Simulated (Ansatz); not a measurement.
# C₃H₇In: basis-set convergence

The task here is to estimate one member of a computed series from the others.

Method: one geometry, several basis sets; program: Ansatz 0.2.0, Gaussian basis.

Levels to be run: PBE0-D4/def2-SVP; ωB97M-V/def2-SVP; PBE0-D4/def2-QZVPP; ωB97M-V/def2-QZVPP; the functionals' def2-TZVPP values are taken from earlier runs.

## The geometry

An earlier PBE0-D4 in a triple-zeta def2 set relaxation fixed the geometry. In takes the def2 core potential; no spin-orbit term is included.

SMILES `C=C[CH2][InH2]`, 11 atoms, charge 0, spin multiplicity 1.

Atoms are counted from 1 here; the program's logs count them from 0.

Bond lengths: C1–C2 1.350 Å, C1–H5 1.086 Å, C1–H6 1.082 Å, C2–C3 1.465 Å, C2–H7 1.089 Å, C3–In4 2.207 Å, C3–H8 1.088 Å, C3–H9 1.085 Å, In4–H10 1.715 Å, In4–H11 1.716 Å. Angles: C2–C1–H5 121.6°, C2–C1–H6 121.1°, H5–C1–H6 117.2°, C1–C2–C3 126.1°, C1–C2–H7 117.2°, C3–C2–H7 116.1°, C2–C3–In4 85.1°, C2–C3–H8 115.2°, C2–C3–H9 115.0°, In4–C3–H8 108.1°, In4–C3–H9 118.1°, H8–C3–H9 112.6°, C3–In4–H10 118.6°, C3–In4–H11 112.8°, H10–In4–H11 128.2°.

The first run:

The input, in.yaml:

```yaml
crystal:
  periodic: [false, false, false]
  atoms:
    - {symbol: C, position_ang: [-0.488622, 1.455761, 0.030280]}
    - {symbol: C, position_ang: [0.114410, 0.516518, 0.789641]}
    - {symbol: C, position_ang: [-0.258522, -0.898108, 0.869651]}
    - {symbol: In, position_ang: [0.569878, -1.038227, -1.171640]}
    - {symbol: H, position_ang: [-1.429071, 1.259591, -0.476061]}
    - {symbol: H, position_ang: [-0.088704, 2.458967, -0.038824]}
    - {symbol: H, position_ang: [1.046206, 0.795872, 1.280061]}
    - {symbol: H, position_ang: [-1.326230, -1.098990, 0.815731]}
    - {symbol: H, position_ang: [0.230928, -1.457585, 1.659509]}
    - {symbol: H, position_ang: [2.272124, -0.978867, -1.372904]}
    - {symbol: H, position_ang: [-0.642397, -1.014921, -2.385463]}
basis:
  gaussian: {orbitals: def2-SVP}
hamiltonian: {xc: pbe0, dispersion: d4}
output: {orbitals: {seedname: orbitals}}
```

On the command line:

```bash
ansatz run in.yaml --threads 4 --pin off --events-out ev --progress --plain --max-ram 10444MiB
```

Among the steps run: PBE0-D4 in def2-SVP; ωB97M-V in def2-SVP; PBE0-D4 in def2-QZVPP; ωB97M-V in def2-QZVPP.

One table of the session follows, with a row left open; its other results are not shown here.

It belongs to the step «Density functionals: the series». 

```
functional       basis  HOMO (eV)
   PBE0-D4    def2-SVP          ?
   PBE0-D4  def2-TZVPP      -6.39
   PBE0-D4  def2-QZVPP      -6.40
   ωB97M-V    def2-SVP      -8.40
   ωB97M-V  def2-TZVPP      -8.44
   ωB97M-V  def2-QZVPP      -8.44
```

Estimate the missing values for PBE0-D4, def2-SVP.

As computed: HOMO (eV): -6.37. In the column «HOMO (eV)» it is the highest.
